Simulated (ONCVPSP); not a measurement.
# Ag: generating and testing an ONCV potential

Aim: build the potential from the settings below, then test how well it stands in for the atom: other configurations, scattering, ghost states and the plane-wave cutoff that it needs.

The numbers are computed with ONCVPSP 4.0.1 (PBE, scalar-relativistic, spin-unpolarised reference atom).

## Step 1: Starting point

The settings as typed:

```
element                 : silver (Ag, Z = 47)
type                    : optimised norm-conserving Vanderbilt (ONCV)
frozen core             : [Ar] 3d10 4s2
valence charge          : 17
reference configuration : 4p6 4d10 5s0.75 5p0.25
partial waves           : 5s: rc 2.00 bohr, ncon 4, nbas 7, qcut 3 1/bohr, 2 projectors, debl 2.6 Ha; 4p+5p: rc 1.30 bohr, ncon 4, nbas 8, qcut 12.7 1/bohr, 2 projectors; 4d: rc 2.00 bohr, ncon 4, nbas 8, qcut 8.9 1/bohr, 2 projectors, debl 2.8 Ha
local potential         : polynomial inside 1.05 bohr (lpopt 5, dvloc0 2 Ha)
core correction         : Teter function, fcfact 2.75, rcfact 1.3
```

The nodes and maxima of the atom's own shells, from an earlier all-electron run, set the scale for the radii.

All-electron outer shells of the reference configuration (PBE, scalar-relativistic, ld1.x):

```
shell  level (eV)  outermost node (bohr)  outermost maximum (bohr)
   3d     -359.03                      –                      0.27
   4s      -95.62                   0.44                      0.82
   4p      -59.14                   0.44                      0.87
   4d       -8.00                   0.43                      1.04
   5s       -4.80                   1.11                      2.49
   5p       -1.04                   1.25                      3.76
```

## Step 2: The generation run

Input file Ag.dat:

```
# ATOM AND REFERENCE CONFIGURATION
# atsym  z   nc   nv     iexc    psfile
  Ag 47.00    7    4        4      upf
#
#   n    l    f
    1    0    2.00
    2    0    2.00
    2    1    6.00
    3    0    2.00
    3    1    6.00
    3    2   10.00
    4    0    2.00
    4    1    6.00
    4    2   10.00
    5    0    0.75
    5    1    0.25
#
# PSEUDOPOTENTIAL AND OPTIMIZATION
# lmax
    2
#
#   l,   rc,      ep,       ncon, nbas, qcut
    0    2.00    0.00    4    7    3.00
    1    1.30    0.00    4    8   12.70
    2    2.00    0.00    4    8    8.90
#
# LOCAL POTENTIAL
# lloc, lpopt,  rc(5),   dvloc0
    4    5    1.05    2.00
#
# VANDERBILT-KLEINMAN-BYLANDER PROJECTORs
# l, nproj, debl
    0    2    2.60
    1    2    1.80
    2    2    2.80
#
# MODEL CORE CHARGE
# icmod, fcfact, rcfact
    3    2.75    1.30
#
# LOG DERIVATIVE ANALYSIS
# epsh1, epsh2, depsh
   -4.00    5.00    0.02
#
# OUTPUT GRID
# rlmax, drl
    6.00    0.01
#
# TEST CONFIGURATIONS
# ncnf
    4
# nvcnf
#   n    l    f
    4
    4    1    6.00
    4    2   10.00
    5    0    1.00
    5    1    0.00
#
    4
    4    1    6.00
    4    2   10.00
    5    0    0.00
    5    1    0.00
#
    4
    4    1    6.00
    4    2    9.00
    5    0    0.00
    5    1    0.00
#
    4
    4    1    6.00
    4    2    9.00
    5    0    1.00
    5    1    0.00
#
```

Started as:

```
$ oncvpsp.x < Ag.dat > Ag.out
```

What does the calculation give? Wanted: cutoffs for 1 and 0.1 mHa per electron, occupied waves; bound ghosts; GHOST(+) flags; largest test error; largest phase difference near zero energy, channels read; rms error of d²Exc/dn², without and with the model core.

The runs gave:

```
                                                quantity                                            value
  cutoffs for 1 and 0.1 mHa per electron, occupied waves                                  46 Ha and 55 Ha
                                            bound ghosts                                  s at -101.21 eV
                                          GHOST(+) flags                               none at low energy
                            largest test error (AE − PS)  -7.7 meV, for 4p6 4d9 5s1 5p0 (1 test unsolved)
largest phase difference near zero energy, channels read                                        0.002 rad
 rms error of d²Exc/dn², without and with the model core                                2.11 and 1.13 mHa
```

What this shows: It has a bound ghost (s), a state that the atom doesn't have, and that rules the file out. Close by lies the frozen 4s level (-95.6 eV). By total energies transferability is good where solved: the largest error is 7.7 meV on 12.2 eV, for 4p6 4d9 5s1 5p0. Atomic tests can pass in spite of a ghost, since they solve only for the levels asked. Of the tests 1 gave no usable energy difference, which is a warning in itself. It counts as hard, with 46 Ha needed at the looser tolerance. At the looser tolerance the 4p wave is the slowest; 5p needs 26 Ha. Near zero energy the phases of the channels with partial waves agree within 0.002 rad. These are tests on the free atom; a crystal test is still owed.
